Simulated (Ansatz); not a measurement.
# CH3Cl3MoO2: the cost of one run

The runs use Ansatz 0.2.0, Gaussian basis; one geometry, several basis sets.

Levels to be run: PBE0-D4/def2-SVP; ωB97M-V/def2-SVP; PBE0-D4/def2-QZVPP; ωB97M-V/def2-QZVPP; the functionals' def2-TZVPP values are taken from earlier runs.

### Step 1. Structure used throughout

The geometry comes from an earlier relaxation with PBE0-D4 in a triple-zeta def2 set; it is a stationary point, not always the lowest conformer. Mo takes the def2 core potential; no spin-orbit term is included.

SMILES `C[O][Mo](=[O])([Cl])([Cl])[Cl]`, 10 atoms, charge 0, spin multiplicity 1.

Atoms are counted from 1 here; the program's logs count them from 0.

Bond lengths: C1–O2 1.396 Å, C1–H8 1.096 Å, C1–H9 1.096 Å, C1–H10 1.091 Å, O2–Mo3 1.834 Å, Mo3–O4 1.644 Å, Mo3–Cl5 2.290 Å, Mo3–Cl6 2.299 Å, Mo3–Cl7 2.299 Å. Angles: O2–C1–H8 109.3°, O2–C1–H9 109.3°, O2–C1–H10 108.8°, H8–C1–H9 109.2°, H8–C1–H10 110.1°, H9–C1–H10 110.1°, C1–O2–Mo3 136.1°, O2–Mo3–O4 101.4°, O2–Mo3–Cl5 157.8°, O2–Mo3–Cl6 86.2°, O2–Mo3–Cl7 86.2°, O4–Mo3–Cl5 100.9°, O4–Mo3–Cl6 110.6°, O4–Mo3–Cl7 110.6°, Cl5–Mo3–Cl6 86.0°, Cl5–Mo3–Cl7 86.0°, Cl6–Mo3–Cl7 138.7°.

### Step 2. PBE0-D4 in def2-SVP

in.yaml reads:

```yaml
crystal:
  periodic: [false, false, false]
  atoms:
    - {symbol: C, position_ang: [0.532196, -1.590483, 0.370886]}
    - {symbol: O, position_ang: [-0.415883, -0.722812, -0.174033]}
    - {symbol: Mo, position_ang: [-0.583851, 1.092656, -0.374962]}
    - {symbol: O, position_ang: [-2.037143, 1.201045, -1.135316]}
    - {symbol: Cl, position_ang: [-0.012960, 3.304348, -0.217939]}
    - {symbol: Cl, position_ang: [-0.855230, 1.167374, 1.906959]}
    - {symbol: Cl, position_ang: [1.121818, 0.927993, -1.907909]}
    - {symbol: H, position_ang: [1.486426, -1.458908, -0.152689]}
    - {symbol: H, position_ang: [0.669164, -1.356771, 1.433213]}
    - {symbol: H, position_ang: [0.178663, -2.615542, 0.254690]}
basis:
  gaussian: {orbitals: def2-SVP}
hamiltonian: {xc: pbe0, dispersion: d4}
output: {orbitals: {seedname: orbitals}}
```

The run is started by

```
$ ansatz run in.yaml --threads 2 --pin off --events-out ev --progress --plain --max-ram 31744MiB --backend cpu
```

What time and memory should one allow on 2 threads of AMD EPYC 7R13, shared host?

About 4.3 s, with a peak of 0.46 GiB.
